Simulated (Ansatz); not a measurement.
**GaLiH2 (quintet): the correlation ladder, 6-31G**

How much of the correlation energy of GaLiH2 (quintet) does each wave-function method recover here?

The runs use Ansatz 0.2.0, Gaussian basis; 6-31G, core rule «outside noble gas», up to 15 orbitals frozen.

To be run: UHF; CCSD(T) on ROHF; CCSD(T) on UHF; BCCD(T) on ROHF; CISD as a restricted active space (open shells left free, so some higher excitations enter); CCSDT(Q) on ROHF; CCSDT(Q) on UHF; CASSCF and MRCISD+Q, 6 electrons in 10 orbitals; CASSCF and NEVPT2, 6 electrons in 10 orbitals; Full CI.

39 further runs of the same task are left out: 15 for a known fault of the program, 8 that didn't finish, 16 set aside as unsound or not needed. Runs told in other sessions of the task aren't counted.

## 1. The geometry

The geometry is a PBE0/def2-TZVP stationary point (not a proven minimum) of the parent state, kept for this charge and spin. No spin-orbit coupling is included. The filled d shell of Ga may be among the frozen orbitals whatever the setting's name suggests.

4 atoms, charge 0, spin multiplicity 5.

Atoms are counted from 1 here; the program's logs count them from 0.

Bond lengths: Ga1–Li2 2.341 Å, Ga1–H3 1.647 Å, Ga1–H4 1.647 Å, Li2–H3 1.857 Å, Li2–H4 1.857 Å. Angles: Li2–Ga1–H3 52.0°, Li2–Ga1–H4 52.0°, H3–Ga1–H4 101.2°, Ga1–Li2–H3 44.4°, Ga1–Li2–H4 44.4°, H3–Li2–H4 86.5°, Ga1–H3–Li2 83.6°, Ga1–H4–Li2 83.6°.

## 2. UHF

Contents of in.yaml:

```yaml
crystal:
  periodic: [false, false, false]
  atoms:
    - {symbol: Ga, position_ang: [-0.000932, 0.000000, 0.232544]}
    - {symbol: Li, position_ang: [-0.057897, -0.000001, -2.107496]}
    - {symbol: H, position_ang: [0.231589, -1.272323, -0.786532]}
    - {symbol: H, position_ang: [0.231589, 1.272322, -0.786533]}
basis:
  gaussian: {orbitals: 6-31G}
magnetization: {spin_polarized: true, initial_magnetization: 4}
hamiltonian: {xc: hf}
output: {orbitals: {seedname: orbitals}}
```

The run is started by

```bash
ansatz run in.yaml --threads 1 --pin off --events-out ev --progress --plain --max-ram 2393MiB
```

The runs that follow: CCSD(T) on ROHF; CCSD(T) on UHF; BCCD(T) on ROHF; CISD as a restricted active space (open shells left free, so some higher excitations enter); CCSDT(Q) on ROHF; CCSDT(Q) on UHF; CASSCF and MRCISD+Q, 6 electrons in 10 orbitals; CASSCF and NEVPT2, 6 electrons in 10 orbitals; Full CI.

Q: Predict the results of all the runs planned. Wanted: FCI from the RHF energy; RMP2 from FCI; UMP2 from FCI; RCCSD from FCI; RCCSD(T) from FCI; UCCSD(T) from FCI; RCCSDT(Q) from FCI; UCCSDT(Q) from FCI; NEVPT2 valence from FCI.

**Answer**, as computed:

```
                         quantity                                                                                                              value
          FCI from the ROHF energy                                                                                                         -1.5298 eV
                    RMP2 from FCI                                                                                                         +480.0 meV
                    UMP2 from FCI                                                                                                         +498.8 meV
                   RCCSD from FCI                                                                                                          +32.2 meV
                RCCSD(T) from FCI                                                                                                           +9.2 meV
                UCCSD(T) from FCI                                                                                                           -4.2 meV
               RCCSDT(Q) from FCI                                                                                                           -1.5 meV
               UCCSDT(Q) from FCI                                                                                                          -13.9 meV
          NEVPT2 valence from FCI                                                                                                          +63.6 meV
        MRCISD+Q valence from FCI                                                                                                           +2.6 meV
levels within 1 kcal/mol (43 meV)  RCCSD, UCCSD, RCCSD(T), UCCSD(T), BCCD(T), RCCSDT, UCCSDT, RCCSDT(Q), UCCSDT(Q), MRCISD valence, MRCISD+Q valence
                    T1 diagnostic                                                                                                              0.026
   effectively unpaired electrons                                                                                                               4.02
```

RCCSD(T) lands +9.2 meV from the yardstick (0.6 % of the correlation energy). UCCSD(T), UCCSDT, UCCSDT(Q) fall below full CI: unrestricted runs freeze a spin-polarised core, another one than full CI's, and coupled cluster isn't variational. One determinant dominates. Of the multireference levels listed MRCISD+Q valence comes nearest in total energy (+2.6 meV), which doesn't show that its space is the better one. Coupled cluster took another determinant than the lowest Hartree-Fock one. These misses are within one basis, not against nature; the frozen cores of restricted and unrestricted runs differ, which can shift their rows.

Levels on UHF freeze UHF's core orbitals, full CI those of ROHF, so the U rows can settle a little off it for that reason alone.
